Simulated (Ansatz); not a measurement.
# Ga3H: the cost of one run

Computed with Ansatz 0.2.0, Gaussian basis. Level: cc-pVTZ, core rule «outside noble gas», up to 42 orbitals frozen.

Plan: UHF; CCSD(T) on ROHF; CCSD(T) on UHF; BCCD(T) on ROHF; CCSDT(Q) on ROHF; CCSDT(Q) on UHF; CASSCF and NEVPT2, 9 electrons in 13 orbitals.

4 further runs of the same task are left out: 4 set aside as unsound or not needed. Runs told in other sessions of the task aren't counted.

## 1. The system

The geometry is a PBE0/def2-TZVP stationary point (not a proven minimum) of the parent state, kept for this charge and spin. No spin-orbit coupling is included. The filled d shell of Ga may be among the frozen orbitals whatever the setting's name suggests.

4 atoms, charge 1, spin multiplicity 2.

Atoms are counted from 1 here; the program's logs count them from 0.

Bond lengths: Ga1–Ga2 2.697 Å, Ga2–Ga3 2.697 Å, Ga2–H4 1.627 Å. Angles: Ga1–Ga2–Ga3 148.6°, Ga1–Ga2–H4 105.7°, Ga3–Ga2–H4 105.7°.

## 2. UHF

Contents of in.yaml:

```yaml
crystal:
  periodic: [false, false, false]
  atoms:
    - {symbol: Ga, position_ang: [0.000000, -0.253168, -2.596600]}
    - {symbol: Ga, position_ang: [0.000000, 0.475932, 0.000000]}
    - {symbol: Ga, position_ang: [0.000000, -0.253168, 2.596600]}
    - {symbol: H, position_ang: [0.000000, 2.103232, 0.000000]}
basis:
  gaussian: {orbitals: cc-pVTZ}
total_charge: 1
magnetization: {spin_polarized: true, initial_magnetization: 1}
hamiltonian: {xc: hf}
output: {orbitals: {seedname: orbitals}}
```

Run with:

```
ansatz run in.yaml --threads 1 --pin off --events-out ev --progress --plain --max-ram 2816MiB --backend cpu
```

Q: Estimate wall time and peak memory on 1 thread of AMD EPYC 7R13, shared host.

About 48 s, with a peak of 0.53 GiB.
